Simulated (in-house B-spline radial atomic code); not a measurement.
# Excitations of B³⁺ as exact exchange is dialled in

An exercise on one series of results from a longer session: the logs are not shown, and one member is left open.

The numbers are computed with in-house B-spline radial atomic code version 1 (linear response of a closed shell, each method with its own adiabatic kernel; non-relativistic; B-spline basis; no spin-orbit coupling, no double excitations; only terms of natural parity, (−1)^L, with L up to 3 are computed), except any that are marked as measured or tabulated.

## The system

```
element       : boron (Z = 5)
charge        : +3
configuration : 1s2
runs          : 0 % exact exchange; 10 % exact exchange; 20 % exact exchange; 30 % exact exchange; 40 % exact exchange; 50 % exact exchange; 60 % exact exchange; 70 % exact exchange; 80 % exact exchange; 90 % exact exchange; 100 % exact exchange
```

The outer shells:

B³⁺
```
1s [↑↓]
```

The first run:

Settings of the run:

```ini
Z = 5
electrons = 2.0
configuration = 1s2
hamiltonian = nr
method = pbeh
box_radius = 23.08
exact_exchange_fraction = 0.0
intervals = 47
```

On the command line:

```
python run_td.py task.json out
```

task.json lists these runs, among others, and the program works through them in turn.

Steps of the session up to this table: 0 % exact exchange.

One table of the session follows, with a row left open; its other results are not shown here.

It belongs to the step «0 % exact exchange». 

```
   state  full (eV)  Tamm-Dancoff (eV)
1s→2s ³S     187.94             187.96
1s→2s ¹S     191.69             191.77
1s→2p ³P     192.77             192.79
1s→2p ¹P     195.03             195.05
1s→3s ³S     214.66             214.66
1s→3s ¹S     215.48             215.50
1s→3p ³P     216.01             216.02
1s→3p ¹P     216.52             216.53
1s→3d ³D     217.25             217.25
1s→3d ¹D     217.26             217.26
1s→4s ³S     222.45             222.45
1s→4s ¹S     222.77             222.77
1s→4p ³P          ?                  ?
1s→4p ¹P     223.20             223.20
```

Q: Estimate the row for 1s→4p ³P from the others.

The run gave: full (eV): 222.99; Tamm-Dancoff (eV): 222.99. In the column «full (eV)» it lies between 1s→4s ¹S (222.77) and 1s→4p ¹P (223.20).
